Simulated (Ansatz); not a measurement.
Sr2SO:

```
Sr S O
1.0
     4.04324    0.00000    0.00000
     0.00000    4.04324    0.00000
     0.00000    0.00000    5.71800
Sr S O
2 1 1
Direct
  0.50000 0.50000 0.50000
  0.00000 0.00000 0.00000
  0.00000 0.00000 0.50000
  0.50000 0.50000 0.00000
```

The cell comes from a database or a generator and needn't be the stable form of this composition.

Base run:

* Program: Ansatz 0.2.0
* Functional: HSE06 form with a typed share of exact exchange
* Potentials or basis: Ansatz PAW
* Cutoff: 420 eV (not typed: the program's choice for these potentials)
* k mesh: 4 × 4 × 3
* Occupations: fermi-dirac, width 0.05 eV
* Spin: no spin polarisation

Its results: band gap on the k mesh 4.75 eV, direct; pressure -2.1 GPa.

Q: After a change of settings the same cell gave: band gap on the k mesh 2.69 eV, direct; pressure -0.6 GPa. Which change was it?
A. share of exact exchange from 0.5 to 0.4
B. share of exact exchange from 0.5 to 0.2
C. share of exact exchange from 0.5 to 0.1
D. share of exact exchange from 0.5 to 0.05

A: C.

Caveats: odd divisions of the mesh miss points on the zone boundary, where band edges often lie, so the gap on the mesh can be too wide; the PAW data sets come from PBE, with cores solved anew for the run's functional, which leaves a small shift of forces and pressure; the thresholds are loose for stress.
